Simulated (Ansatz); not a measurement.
**FH3OSi2: up Jacob's ladder to CCSD(T)**

One table from this session's results is given with a row withheld; the runs are named, their logs left out.

Program: Ansatz 0.2.0, Gaussian basis. Level of theory: functionals in def2-TZVPP, the program's frozen cores in correlated methods. These are calculated values, not measurements.

Levels to be run: LDA (SPW92), PBE-D4, revPBE-D4, BLYP-D4, r2SCAN-D4, B97M-V, PBE0-D4, B3LYP-D4, r2SCANh-D4, r2SCAN0-D4, HSE06-D4, BHLYP-D4, CAM-B3LYP-D4, LC-ωPBE, ωB97X-V, ωB97M-V, B2PLYP, PBE-QIDH; CCSD(T)/def2-SVP; CCSD(T)/def2-TZVPP; MP2/def2-QZVPP; extrapolation to the limit; RPA on PBE.

### Structure used throughout

All runs share one geometry, relaxed beforehand with PBE0-D4 in a triple-zeta def2 set.

7 atoms, charge 0, spin multiplicity 1.

Atoms are counted from 1 here; the program's logs count them from 0.

Bond lengths: F1–Si2 1.612 Å, Si2–O3 1.651 Å, Si2–H5 1.502 Å, O3–Si4 1.612 Å, Si4–H6 1.487 Å, Si4–H7 1.486 Å. Angles: F1–Si2–O3 106.5°, F1–Si2–H5 104.4°, O3–Si2–H5 103.7°, Si2–O3–Si4 158.8°, O3–Si4–H6 113.5°, O3–Si4–H7 111.4°, H6–Si4–H7 112.5°.

The first run:

File in.yaml:

```yaml
crystal:
  periodic: [false, false, false]
  atoms:
    - {symbol: F, position_ang: [-0.918330, -1.953605, 0.981416]}
    - {symbol: Si, position_ang: [-0.284986, -1.581119, -0.452863]}
    - {symbol: O, position_ang: [0.064267, 0.032135, -0.407072]}
    - {symbol: Si, position_ang: [0.417957, 1.475869, 0.217135]}
    - {symbol: H, position_ang: [-1.443265, -1.666654, -1.405365]}
    - {symbol: H, position_ang: [0.823333, 1.421818, 1.646949]}
    - {symbol: H, position_ang: [1.402423, 2.203456, -0.625901]}
basis:
  gaussian: {orbitals: def2-TZVPP}
hamiltonian: {xc: lda}
output: {orbitals: {seedname: orbitals}}
```

Started as:

```bash
ansatz run in.yaml --threads 2 --pin off --events-out ev --progress --plain --max-ram 4352MiB
```

Among the steps run: LDA; PBE-D4 (GGA); revPBE-D4 (GGA); BLYP-D4 (GGA); r2SCAN-D4 (meta-GGA); B97M-V (meta-GGA); PBE0-D4 (hybrid); B3LYP-D4 (hybrid); r2SCANh-D4 (hybrid); r2SCAN0-D4 (hybrid); HSE06-D4 (hybrid); BHLYP-D4 (hybrid); CAM-B3LYP-D4 (range-separated); LC-ωPBE (range-separated); ωB97X-V (range-separated); ωB97M-V (range-separated); B2PLYP (double hybrid); PBE-QIDH (double hybrid).

One table of the session follows, with a row left open; its other results are not shown here.

It belongs to the step «Frontier levels by functional». 

| functional | HOMO (eV) | LUMO (eV) | gap (eV) |
| --- | --- | --- | --- |
| LDA (SPW92) | -4.96 | -4.14 | 0.82 |
| PBE-D4 | -4.86 | -4.03 | 0.83 |
| revPBE-D4 | -4.82 | -3.99 | 0.83 |
| BLYP-D4 | -4.74 | -3.92 | 0.81 |
| r2SCAN-D4 | -4.97 | -4.08 | 0.89 |
| B97M-V | ? | ? | ? |
| PBE0-D4 | -5.46 | -3.60 | 1.87 |
| B3LYP-D4 | -5.38 | -3.73 | 1.64 |
| r2SCANh-D4 | -5.19 | -3.90 | 1.29 |
| r2SCAN0-D4 | -5.53 | -3.63 | 1.90 |
| HSE06-D4 | -5.12 | -3.93 | 1.18 |
| BHLYP-D4 | -5.93 | -3.05 | 2.88 |
| CAM-B3LYP-D4 | -6.30 | -2.86 | 3.44 |
| LC-ωPBE | -7.10 | -2.15 | 4.95 |
| ωB97X-V | -6.93 | -2.10 | 4.84 |
| ωB97M-V | -6.86 | -2.08 | 4.78 |

**Question.** Estimate the row for B97M-V.

As computed: HOMO (eV): -5.05; LUMO (eV): -4.19; gap (eV): 0.86. In the column «HOMO (eV)» it lies between HSE06-D4 (-5.12) and r2SCAN-D4 (-4.97).
